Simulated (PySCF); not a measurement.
# AsCuH₄O: magnetic properties

Aim: compute the magnetic properties of AsCuH₄O (`[OH][Cu]<-[AsH3]`).

Programs: PySCF 2.14.0, with routines of our own; each step states its level. All values are computed. Atoms count from 0.

## 1. The system as given

7 atoms, charge 0, multiplicity 1; geometry from: GFN2-xTB.

## 2. Magnetic properties: GIAO PBE0/def2-SVP Cu:def2-TZVP

What the job is given:

```
{"job": {"kind": "mag", "xc": "PBE0", "basis": {"default": "def2-SVP", "Cu": "def2-TZVP"}}, "charge": 0, "multiplicity": 1}
Cu    -0.031420     0.055950    -1.066300
As    -0.067670     0.084510     1.174670
H      1.166120    -0.023410     1.993420
H     -0.791030    -0.919500     1.995200
H     -0.587900     1.226630     1.960930
O     -0.058460     0.152950    -2.807420
H      0.370370    -0.577130    -3.250490
```

With the program's defaults for keys left out, this is: GIAO PBE0/def2-SVP Cu:def2-TZVP magnetisability, rotational g tensor and spin-rotation constants, non-relativistic, gas phase.

On the command line:

```bash
OMP_NUM_THREADS=1 python excited_run.py task.json out
```

The driver reads the jobs from task.json and runs them one after another.

What it wrote:

```text
coarse grid: 29840 points
cycle   1  E = -3951.5049706925  dE =  5.496e-01  |g| = 4.226e+00  |ddm| = 2.756e+00
cycle   2  E = -3945.7300710183  dE =  5.775e+00  |g| = 8.239e+00  |ddm| = 5.292e+00
cycle   3  E = -3952.7170900939  dE = -6.987e+00  |g| = 1.760e+00  |ddm| = 4.515e+00
cycle   4  E = -3952.3181875921  dE =  3.989e-01  |g| = 1.869e+00  |ddm| = 2.820e+00
cycle   5  E = -3953.0977814794  dE = -7.796e-01  |g| = 7.671e-02  |ddm| = 2.170e+00
cycle   6  E = -3953.0989811410  dE = -1.200e-03  |g| = 8.644e-02  |ddm| = 1.953e-01
cycle   7  E = -3953.0999418866  dE = -9.607e-04  |g| = 1.583e-02  |ddm| = 6.220e-02
cycle   8  E = -3953.0999687864  dE = -2.690e-05  |g| = 1.901e-03  |ddm| = 1.203e-02
cycle   9  E = -3953.0999696972  dE = -9.108e-07  |g| = 5.021e-04  |ddm| = 2.816e-03
final grid: 58808 points
cycle  10  E = -3953.0999772899  dE = -1.635e-08  |g| = 6.960e-04  |ddm| = 1.428e-03
cycle  11  E = -3953.0999769355  dE =  3.544e-07  |g| = 2.166e-03  |ddm| = 1.449e-03
cycle  12  E = -3953.0999773524  dE = -4.169e-07  |g| = 2.434e-04  |ddm| = 8.413e-04
cycle  13  E = -3953.0999773622  dE = -9.766e-09  |g| = 2.612e-05  |ddm| = 2.260e-04
cycle  14  E = -3953.0999773623  dE = -1.100e-10  |g| = 4.953e-06  |ddm| = 2.508e-05
converged SCF energy = -3953.0999773623

Magnetisability tensor (1e-30 J/T^2)
    -1098.82       -8.67       -0.40
       -8.67    -1088.32        2.93
       -0.40        2.93    -1117.71
isotropic -1101.62   principal values   -1118.01  -1103.62  -1083.22
isotropic susceptibility -66.341 1e-6 cm^3/mol

Inertial axes            a          b          c
rot. const./GHz     93.4474     1.5644     1.5608
chi total           -67.308    -65.249    -66.465
chi diamagnetic     -88.595   -770.189   -771.582
chi paramagnetic     21.286    704.940    705.116
quadrupole/D A       -6.546      4.425      2.121
g nuclear            0.9841     0.5127     0.5135
g electronic        -0.9345    -0.5181    -0.5170
g total              0.0496    -0.0054    -0.0035

Spin-rotation constants (kHz, H = +C I.J)
atom  isotope        aa         bb         cc
  0   63Cu       22.669      5.083      5.090
  1   75As       88.016      1.590      1.569
  2     1H       -6.689     -0.120     -0.069
  3     1H       -6.481     -0.139     -0.053
  4     1H       -6.741     -0.022     -0.167
  6     1H       -8.896     -0.014     -0.190
  5    17O*      -3.666     -0.162     -0.066
* in the singly substituted isotopologue
```

Wall time 13 s (1 thread of Arm Neoverse V1, shared host); peak memory 1 GiB.

From this job:

```csv
quantity,value
magnetisability,-1102·10⁻³⁰ J/T²
molar susceptibility,-66.3·10⁻⁶ cm³/mol
"rotational g (a, b, c)","0.0496, -0.0054, -0.0035"
```

## 3. Magnetic properties: GIAO CAM-B3LYP/def2-SVP Cu:def2-TZVP

The job, as its differences from that of step 2:

```diff
@@ -1,2 +1,2 @@
-{"job": {"kind": "mag", "xc": "PBE0", "basis": {"default": "def2-SVP", "Cu": "def2-TZVP"}}, "charge": 0, "multiplicity": 1}
+{"job": {"kind": "mag", "xc": "CAM-B3LYP", "basis": {"default": "def2-SVP", "Cu": "def2-TZVP"}}, "charge": 0, "multiplicity": 1}
 Cu    -0.031420     0.055950    -1.066300
```

Level: GIAO CAM-B3LYP/def2-SVP Cu:def2-TZVP magnetisability, rotational g tensor and spin-rotation constants, non-relativistic, gas phase.

What it wrote:

```text
coarse grid: 29840 points
cycle   1  E = -3953.0177536230  dE = -2.284e-01  |g| = 3.179e+00  |ddm| = 2.543e+00
cycle   2  E = -3950.4360515122  dE =  2.582e+00  |g| = 6.131e+00  |ddm| = 3.426e+00
cycle   3  E = -3953.8570015347  dE = -3.421e+00  |g| = 6.177e-01  |ddm| = 2.563e+00
cycle   4  E = -3953.8562548715  dE =  7.467e-04  |g| = 5.195e-01  |ddm| = 6.629e-01
cycle   5  E = -3953.9000381501  dE = -4.378e-02  |g| = 4.854e-02  |ddm| = 3.504e-01
cycle   6  E = -3953.9003127912  dE = -2.746e-04  |g| = 5.892e-03  |ddm| = 3.463e-02
cycle   7  E = -3953.9003208889  dE = -8.098e-06  |g| = 4.452e-03  |ddm| = 9.551e-03
cycle   8  E = -3953.9003236834  dE = -2.795e-06  |g| = 9.853e-04  |ddm| = 4.771e-03
final grid: 58808 points
cycle   9  E = -3953.9003266093  dE =  1.987e-07  |g| = 2.192e-03  |ddm| = 1.599e-03
cycle  10  E = -3953.9003241199  dE =  2.489e-06  |g| = 6.087e-03  |ddm| = 2.623e-03
cycle  11  E = -3953.9003270069  dE = -2.887e-06  |g| = 2.917e-04  |ddm| = 1.825e-03
cycle  12  E = -3953.9003270177  dE = -1.084e-08  |g| = 5.154e-05  |ddm| = 2.092e-04
cycle  13  E = -3953.9003270187  dE = -1.027e-09  |g| = 3.575e-05  |ddm| = 8.592e-05
cycle  14  E = -3953.9003270193  dE = -5.684e-10  |g| = 6.161e-06  |ddm| = 7.998e-05
converged SCF energy = -3953.9003270193

Magnetisability tensor (1e-30 J/T^2)
    -1105.86       -7.59        0.11
       -7.59    -1096.52        1.67
        0.11        1.67    -1121.35
isotropic -1107.91   principal values   -1121.49  -1110.03  -1092.22
isotropic susceptibility -66.720 1e-6 cm^3/mol

Inertial axes            a          b          c
rot. const./GHz     93.4474     1.5644     1.5608
chi total           -67.529    -65.780    -66.851
chi diamagnetic     -88.844   -770.753   -772.159
chi paramagnetic     21.315    704.973    705.308
quadrupole/D A       -6.910      4.596      2.314
g nuclear            0.9841     0.5127     0.5135
g electronic        -0.9358    -0.5181    -0.5172
g total              0.0483    -0.0054    -0.0037

Spin-rotation constants (kHz, H = +C I.J)
atom  isotope        aa         bb         cc
  0   63Cu       18.847      5.004      4.994
  1   75As       89.528      1.609      1.589
  2     1H       -6.742     -0.122     -0.071
  3     1H       -6.532     -0.142     -0.054
  4     1H       -6.806     -0.024     -0.169
  6     1H       -8.887     -0.022     -0.189
  5    17O*      -2.943     -0.130     -0.053
* in the singly substituted isotopologue
```

Run time: 17 s. Hardware: 1 thread of Arm Neoverse V1, shared host; peak memory 1.6 GiB.

Key values:

```csv
quantity,value
magnetisability,-1108·10⁻³⁰ J/T²
molar susceptibility,-66.7·10⁻⁶ cm³/mol
"rotational g (a, b, c)","0.0483, -0.0054, -0.0037"
```

## 4. Magnetic properties side by side

```csv
level,ξ (10⁻³⁰ J/T²),g(a),g(b),gap (eV),functions,time
GIAO PBE0/def2-SVP Cu:def2-TZVP,-1102,0.0496,-0.0054,5.64,111,13 s
GIAO CAM-B3LYP/def2-SVP Cu:def2-TZVP,-1108,0.0483,-0.0054,8.15,111,17 s
```

## 5. Outcome

```
                                                        quantity                      value
       magnetisability (step 2, GIAO PBE0/def2-SVP Cu:def2-TZVP)           -1102·10⁻³⁰ J/T²
  molar susceptibility (step 2, GIAO PBE0/def2-SVP Cu:def2-TZVP)         -66.3·10⁻⁶ cm³/mol
rotational g (a, b, c) (step 2, GIAO PBE0/def2-SVP Cu:def2-TZVP)   0.0496, -0.0054, -0.0035
                                 magnetisability over the levels  -1108 to -1102·10⁻³⁰ J/T²
```

Steps that list no spin-orbit terms leave them out, which matters at and beside the heavy atoms. The geometry comes from tight binding, which is rough for metal atoms, and these values hang on it. The magnetisability spreads by 0.6 % over 2 levels of like cost. Two levels can agree by chance, so this spread shows no convergence. Vibrational averaging and real surroundings are missing from these values.
